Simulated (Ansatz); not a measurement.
# C4H10AlBr: a ladder of functionals and wavefunction methods

How much do the methods differ for C4H10AlBr? The plan is to run it at one geometry with functionals of several rungs and with coupled cluster, and see how far each lands from CCSD(T) at the basis-set limit for the atomisation energy.

Computed with Ansatz 0.2.0, Gaussian basis. Level: functionals in def2-TZVPP, the program's frozen cores in correlated methods.

Levels to be run: LDA (SPW92), PBE-D4, revPBE-D4, BLYP-D4, r2SCAN-D4, B97M-V, PBE0-D4, B3LYP-D4, r2SCANh-D4, r2SCAN0-D4, HSE06-D4, BHLYP-D4, CAM-B3LYP-D4, LC-ωPBE, ωB97X-V, ωB97M-V, B2PLYP, PBE-QIDH; CCSD(T)/def2-SVP; CCSD(T)/def2-TZVPP; MP2/def2-QZVPP; extrapolation to the limit; RPA on PBE.

1 further run of the same task is left out (it didn't finish).

## Step 1: Structure used throughout

The geometry comes from an earlier relaxation with PBE0-D4 in a triple-zeta def2 set; it is a stationary point, not always the lowest conformer.

16 atoms, charge 0, spin multiplicity 1.

Atoms are counted from 1 here; the program's logs count them from 0.

Bond lengths: C1–C2 1.524 Å, C1–H7 1.097 Å, C1–H8 1.092 Å, C1–H9 1.094 Å, C2–C3 1.532 Å, C2–Al4 1.963 Å, C2–H10 1.101 Å, C3–H11 1.096 Å, C3–H12 1.095 Å, C3–H13 1.094 Å, Al4–C5 1.944 Å, Al4–Br6 2.277 Å, C5–H14 1.094 Å, C5–H15 1.093 Å, C5–H16 1.095 Å. Angles: C2–C1–H7 111.1°, C2–C1–H8 112.3°, C2–C1–H9 111.4°, H7–C1–H8 107.7°, H7–C1–H9 107.2°, H8–C1–H9 106.8°, C1–C2–C3 111.4°, C1–C2–Al4 115.2°, C1–C2–H10 108.2°, C3–C2–Al4 109.9°, C3–C2–H10 107.2°, Al4–C2–H10 104.4°, C2–C3–H11 111.1°, C2–C3–H12 111.5°, C2–C3–H13 112.6°, H11–C3–H12 106.7°, H11–C3–H13 107.2°, H12–C3–H13 107.4° and more.

## Step 2: LDA

This LDA is Slater exchange with PW92 correlation.

File in.yaml:

```yaml
crystal:
  periodic: [false, false, false]
  atoms:
    - {symbol: C, position_ang: [-0.987322, 0.276863, 1.880040]}
    - {symbol: C, position_ang: [-0.409864, -0.373480, 0.628007]}
    - {symbol: C, position_ang: [-1.495922, -0.625500, -0.422980]}
    - {symbol: Al, position_ang: [1.101844, 0.578322, -0.186738]}
    - {symbol: C, position_ang: [2.048169, 0.002113, -1.784437]}
    - {symbol: Br, position_ang: [1.802464, 2.521081, 0.772726]}
    - {symbol: H, position_ang: [-1.798423, -0.328882, 2.301624]}
    - {symbol: H, position_ang: [-0.234981, 0.413985, 2.660229]}
    - {symbol: H, position_ang: [-1.401373, 1.265627, 1.661832]}
    - {symbol: H, position_ang: [0.003799, -1.354669, 0.909562]}
    - {symbol: H, position_ang: [-2.296515, -1.256192, -0.018913]}
    - {symbol: H, position_ang: [-1.965513, 0.308988, -0.747718]}
    - {symbol: H, position_ang: [-1.109542, -1.125510, -1.316282]}
    - {symbol: H, position_ang: [3.126378, -0.038937, -1.604009]}
    - {symbol: H, position_ang: [1.721416, -0.980642, -2.133450]}
    - {symbol: H, position_ang: [1.895365, 0.716826, -2.599481]}
basis:
  gaussian: {orbitals: def2-TZVPP}
hamiltonian: {xc: lda}
output: {orbitals: {seedname: orbitals}}
```

The runs that follow: PBE-D4 (GGA); revPBE-D4 (GGA); BLYP-D4 (GGA); r2SCAN-D4 (meta-GGA); B97M-V (meta-GGA); PBE0-D4 (hybrid); B3LYP-D4 (hybrid); r2SCANh-D4 (hybrid); r2SCAN0-D4 (hybrid); HSE06-D4 (hybrid); BHLYP-D4 (hybrid); CAM-B3LYP-D4 (range-separated); LC-ωPBE (range-separated); ωB97X-V (range-separated); ωB97M-V (range-separated); B2PLYP (double hybrid); PBE-QIDH (double hybrid); CCSD(T) in def2-SVP; CCSD(T) in def2-TZVPP; MP2 in def2-QZVPP; RPA on PBE orbitals.

Q: Predict the results of all the runs planned. Wanted: atomisation energy, CCSD(T)/CBS; farthest beyond LDA; mean size of error, GGA; mean size of error, meta-GGA; mean size of error, hybrid; mean size of error, range-separated; mean size of error, double hybrid; gap, smallest and largest; T1 diagnostic.

The runs gave:

| quantity | value |
| --- | --- |
| atomisation energy, CCSD(T)/CBS | 1431.6 kcal/mol |
| functionals within 14.3 kcal/mol (1.0 %) | revPBE-D4, r2SCAN-D4, B97M-V, PBE0-D4, B3LYP-D4, r2SCANh-D4, r2SCAN0-D4, HSE06-D4, CAM-B3LYP-D4, LC-ωPBE, ωB97X-V, ωB97M-V, PBE-QIDH |
| farthest beyond LDA | BHLYP-D4 (-29.9 kcal/mol) |
| mean size of error, GGA | 15.0 kcal/mol |
| mean size of error, meta-GGA | 2.7 kcal/mol |
| mean size of error, hybrid | 8.6 kcal/mol |
| mean size of error, range-separated | 2.0 kcal/mol |
| mean size of error, double hybrid | 10.4 kcal/mol |
| gap, smallest and largest | 4.28 eV (LDA (SPW92)), 11.12 eV (LC-ωPBE) |
| T1 diagnostic | 0.0085 |
| triples share of the correlation energy | 3.7 % |

**Reading.** LDA overbinds by 174.6 kcal/mol (12 %). PBE-D4 misses by +15.9 kcal/mol. Double hybrids carry the basis error of their MP2 part in triple zeta, and no dispersion term here, so their miss is partly the set-up's. The rungs range-separated, meta-GGA, hybrid, double hybrid miss on average by less than the doubt on the reference (14.3 kcal/mol), so they tie. The reference freezes the cores and leaves out relativity and excitations past (T), and its outer-core shells are covered unevenly, so misses under about 14.3 kcal/mol can't be ranked. All levels share the lack of spin-orbit coupling, which lowers the free heavy atoms and so the true binding. Hartree-Fock recovers 76 % of the binding; the rest is correlation. CCSD(T) in def2-SVP is off by -60.7 kcal/mol, worse than the median functional, from the basis alone. The gap grows from 4.3 to 11.1 eV across the functionals, mostly with the share of exact exchange. Correlated methods include outer-core shells of Br, which these sets cover unevenly.
